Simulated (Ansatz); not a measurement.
# CH9GePSi, SMILES C[SiH2][GeH2][PH2]: a geometry optimisation

Computed with the Python package of Ansatz (0.2.0).

Interactive session:
```pycon
>>> import itertools
>>> import warnings
>>> import ansatz
>>> from ase import Atoms
>>> from ase.data import atomic_numbers, covalent_radii
>>> import numpy as np
>>> import pandas as pd
>>> warnings.simplefilter("ignore", ansatz.DeckWarning)
>>> atoms = Atoms(["C", "Si", "Ge", "P", "H", "H", "H", "H", "H", "H", "H", "H", "H"], positions=[
...     [-1.7147, 0.0556, 0.8755],
...     [-0.4849, -1.2158, 0.5265],
...     [1.42, -0.2025, -0.2519],
...     [1.0416, 1.0283, -2.1097],
...     [-1.3753, 0.798, 1.611],
...     [-1.9789, 0.6697, -0.0746],
...     [-2.6663, -0.3748, 1.2385],
...     [-0.9488, -2.1223, -0.5025],
...     [-0.1903, -1.9336, 1.8084],
...     [2.0103, 0.7384, 0.8845],
...     [2.4965, -1.2869, -0.5607],
...     [2.2378, 1.7624, -2.047],
...     [0.1735, 2.049, -1.3831],
... ])
>>> system = ansatz.Crystal.molecule_from_ase(atoms)
>>> setup = (
...     system.calculation()
...     .basis(gaussian="def2-SVP")
...     .functional("pbe0")
...     .accuracy("medium")
... )
>>> symbols = [site.symbol for site in system.cartesian_sites]
>>> start = np.array([site.position_ang for site in system.cartesian_sites], dtype=float)
>>> def progress(event):
...     if event["event"] == "relax_step":
...         row = event["data"]
...         print(f"step {row['step']:3d}  E = {row['lagrangian_ev']:.6f} eV  largest force component {row['allowed_force_max_ev_ang']:.4f} eV/A")
...
>>> rep = setup.relax(force_tolerance=0.01, max_steps=100).session().plan().execute(on_event=progress).report
step   1  E = -74839.711711 eV  largest force component 2.1209 eV/A
step   2  E = -74840.037020 eV  largest force component 0.9773 eV/A
step   3  E = -74840.081684 eV  largest force component 0.2233 eV/A
step   4  E = -74840.090547 eV  largest force component 0.0949 eV/A
step   5  E = -74840.091294 eV  largest force component 0.0317 eV/A
step   6  E = -74840.091949 eV  largest force component 0.0158 eV/A
step   7  E = -74840.092083 eV  largest force component 0.0039 eV/A
step   8  E = -74840.092116 eV  largest force component 0.0034 eV/A
>>> end = np.array(rep["positions_ang"])
>>> print("reference energy %16.6f eV" % rep["reference_energy_ev"])
reference energy    -74840.092147 eV
>>> print("total energy     %16.6f eV" % rep["free_energy_ev"])
total energy        -74840.092147 eV
>>> print("occupied orbitals outside the frozen core (up, down):", rep["n_occupied"], " frozen:", rep["n_frozen"], " virtual:", rep["n_virtual"])
occupied orbitals outside the frozen core (up, down): [38, 38]  frozen: 0  virtual: [89, 89]
>>> # pairs closer than 1.2 times the sum of covalent radii, before or after
>>> radius = [covalent_radii[atomic_numbers[s]] for s in symbols]
>>> span = lambda where, i, j: np.linalg.norm(where[i] - where[j])
>>> bonded = [(i, j) for i, j in itertools.combinations(range(len(symbols)), 2) if min(span(start, i, j), span(end, i, j)) < 1.2 * (radius[i] + radius[j])]
>>> print("pair        before    after (A)")
pair        before    after (A)
>>> for i, j in bonded:
...     print(f"{symbols[i]}{i}-{symbols[j]}{j}".ljust(10), f"{span(start, i, j):8.4f} {span(end, i, j):8.4f}")
...
C0-Si1       1.8030   1.8849
C0-H4        1.0988   1.1007
C0-H5        1.1617   1.1007
C0-H6        1.1057   1.1010
Si1-Ge2      2.2938   2.3879
Si1-H7       1.4477   1.4970
Si1-H8       1.4984   1.4979
Ge2-P3       2.2604   2.3389
Ge2-H9       1.5891   1.5455
Ge2-H10      1.5589   1.5428
P3-H11       1.4049   1.4291
P3-H12       1.5243   1.4302
>>> charges = rep["charge_distribution"]
>>> table = pd.DataFrame({"atom": symbols, "mulliken": charges["mulliken_charges_e"], "lowdin": charges["lowdin_charges_e"]})
>>> table.round(3)
   atom  mulliken  lowdin
0     C    -0.360  -0.132
1    Si     0.273   0.264
2    Ge     0.075  -0.087
3     P    -0.086   0.177
4     H     0.084   0.022
5     H     0.083   0.020
6     H     0.087   0.021
7     H    -0.053  -0.063
8     H    -0.056  -0.065
9     H    -0.045  -0.048
10    H    -0.033  -0.041
11    H     0.019  -0.033
12    H     0.012  -0.036
>>> print("dipole (e A):", np.round(charges["dipole_moment_e_ang"], 4) + 0.0)
dipole (e A): [-0.1105  0.1434  0.2126]
>>> with open("ch9gepsi_opt.xyz", "w") as handle:
...     handle.write(f"{len(symbols)}\nrelaxed CH9GePSi\n")
...     handle.writelines(f"{s:2s} {x:11.6f} {y:11.6f} {z:11.6f}\n" for s, (x, y, z) in zip(symbols, end))
...
20
```

File `ch9gepsi_opt.xyz` afterwards:
```text
13
relaxed CH9GePSi
C    -1.832267    0.084562    0.909103
Si   -0.501807   -1.201910    0.551626
Ge    1.514145   -0.173557   -0.210128
P     1.048675    1.034987   -2.157738
H    -1.497731    0.791499    1.683560
H    -2.078620    0.658087    0.002494
H    -2.753311   -0.402469    1.264872
H    -0.965606   -2.152555   -0.507715
H    -0.202201   -1.997704    1.784729
H     2.131280    0.730577    0.880891
H     2.564550   -1.237324   -0.591386
H     2.270031    1.776588   -2.130061
H     0.323361    2.054719   -1.465348
```

What to keep in mind:
- The settings weren't tested for convergence.
- The end point is the stationary point reached from this start; no frequency run checks that it is a minimum, and the basis set is modest.
- The Löwdin charges here are taken after orthogonalising the functions within each atom; they differ from plain Löwdin charges, and their signs can be unphysical.
- Timing: 72 s on 1 thread of Arm Neoverse V1, on a shared host, peak memory 0.45 GiB.

(Lines on the test bed's own set-up are left out of the output.)
